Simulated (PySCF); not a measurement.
**ZnGe: spin, charge, geometry and surroundings**

One physical setting of the base script is moved in each run, with the edits that it forces.

Method: each script names its method and basis; program: PySCF 2.14.0.

5 further runs of the same task are left out: 5 that didn't finish.

## 1. Starting geometry

ZnGe: 2 atoms, charge 0, spin multiplicity 1.

Bond lengths: Zn1–Ge2 2.350 Å.

## 2. Base script

Input file input.py:

```python
from pyscf import gto, scf
from pyscf.hessian import thermo

mol = gto.M(
    atom='Zn 0 0 0; Ge 0 0 2.35',
    basis='3-21g',
    charge=0,
    spin=0,
    verbose=4,
)
mf = scf.RHF(mol)
mf.kernel()
hess = mf.Hessian().kernel()
print('wavenumber (cm^-1) =', thermo.harmonic_analysis(mol, hess)['freq_wavenumber'].round(1))
mf.dip_moment()
print('orbital energies (hartree):', mf.mo_energy[..., max(0, mol.nelec[1]-3):mol.nelec[0]+3].round(4))
```

Command:

```
$ OMP_NUM_THREADS=1 python input.py
```

The log of this run is left out.

Base result: E(SCF) = -3834.198842 Eh, 9 cycles, μ = 3.08 D, wavenumbers 228 cm⁻¹.

The bond length is a typed value, not an optimised one, so the wavenumber is not that of the minimum.

## 3. Charge +2 (UHF)

Edit 1 changes charge: 0 → 2; SCF type: RHF → UHF.

Input file input.py:

```python
from pyscf import gto, scf
from pyscf.hessian import thermo

mol = gto.M(
    atom='Zn 0 0 0; Ge 0 0 2.35',
    basis='3-21g',
    charge=2,
    spin=0,
    verbose=4,
)
mf = scf.UHF(mol)
mf.kernel()
hess = mf.Hessian().kernel()
print('wavenumber (cm^-1) =', thermo.harmonic_analysis(mol, hess)['freq_wavenumber'].round(1))
mf.dip_moment()
print('orbital energies (hartree):', [e[max(0, n-3):n+3].round(4) for e, n in zip(mf.mo_energy, mol.nelec)])
```

Command:

```
$ OMP_NUM_THREADS=1 python input.py
```

## 4. PCM, ε = 78.36

Edit 2 changes solvent: none (gas phase) → PCM, ε = 78.36; step after the SCF: frequency → analyze.

Input file input.py:

```python
from pyscf import gto, scf, solvent

mol = gto.M(
    atom='Zn 0 0 0; Ge 0 0 2.35',
    basis='3-21g',
    charge=0,
    spin=0,
    verbose=4,
)
mf = scf.RHF(mol)
mf = solvent.PCM(mf)
mf.with_solvent.eps = 78.36
mf.kernel()
mf.analyze()
print('orbital energies (hartree):', mf.mo_energy[..., max(0, mol.nelec[1]-3):mol.nelec[0]+3].round(4))
```

## 5. Quintet (UHF)

Edit 3 changes spin (2S): 0 → 4; SCF type: RHF → UHF.

Input file input.py:

```python
from pyscf import gto, scf
from pyscf.hessian import thermo

mol = gto.M(
    atom='Zn 0 0 0; Ge 0 0 2.35',
    basis='3-21g',
    charge=0,
    spin=4,
    verbose=4,
)
mf = scf.UHF(mol)
mf.kernel()
hess = mf.Hessian().kernel()
print('wavenumber (cm^-1) =', thermo.harmonic_analysis(mol, hess)['freq_wavenumber'].round(1))
mf.dip_moment()
print('orbital energies (hartree):', [e[max(0, n-3):n+3].round(4) for e, n in zip(mf.mo_energy, mol.nelec)])
```

## 6. PCM, ε = 32.6

Edit 4 changes solvent: none (gas phase) → PCM, ε = 32.6; step after the SCF: frequency → analyze.

Input file input.py:

```python
from pyscf import gto, scf, solvent

mol = gto.M(
    atom='Zn 0 0 0; Ge 0 0 2.35',
    basis='3-21g',
    charge=0,
    spin=0,
    verbose=4,
)
mf = scf.RHF(mol)
mf = solvent.PCM(mf)
mf.with_solvent.eps = 32.6
mf.kernel()
mf.analyze()
print('orbital energies (hartree):', mf.mo_energy[..., max(0, mol.nelec[1]-3):mol.nelec[0]+3].round(4))
```

## 7. Bond 2.938 Å

Edit 5 changes bond length: 2.35 Å → 2.938 Å.

input.py: that of step 2 with these lines changed.

```diff
@@ -4,3 +4,3 @@
 mol = gto.M(
-    atom='Zn 0 0 0; Ge 0 0 2.35',
+    atom='Zn 0 0 0; Ge 0 0 2.938',
     basis='3-21g',
```

Before running it: what results should come out? Wanted: for each run, E(SCF); from base; gap, α spin; SCF dipole; after the SCF.

As calculated:

```
            run  E(SCF) (hartree)  from base (eV)  cycles  gap, α spin (eV)  SCF dipole (D)          after the SCF
           base      -3834.198842               0       9              5.63            3.08  highest mode 228 cm⁻¹
charge +2 (UHF)      -3833.559875        +17.3872      12              8.58             n/a  highest mode 304 cm⁻¹
 PCM, ε = 78.36      -3834.249025         -1.3656      10              6.08           11.94                    n/a
  quintet (UHF)      -3834.232823         -0.9247      10              7.96            1.23  highest mode 246 cm⁻¹
  PCM, ε = 32.6      -3834.247248         -1.3172      10              6.07           11.65                    n/a
   bond 2.938 Å      -3834.198754         +0.0024       8              5.60            2.26   highest mode 56 cm⁻¹
```

The largest comparable shift of the SCF energy, -1.366 eV, comes with the run “PCM, ε = 78.36”. A continuum solvent with ε = 78.36 lowers the energy by 1.366 eV. The quintet solution found lies 0.92 eV below the base singlet at this geometry and level, so the base is not the lowest spin state. A continuum solvent with ε = 32.6 lowers the energy by 1.317 eV.
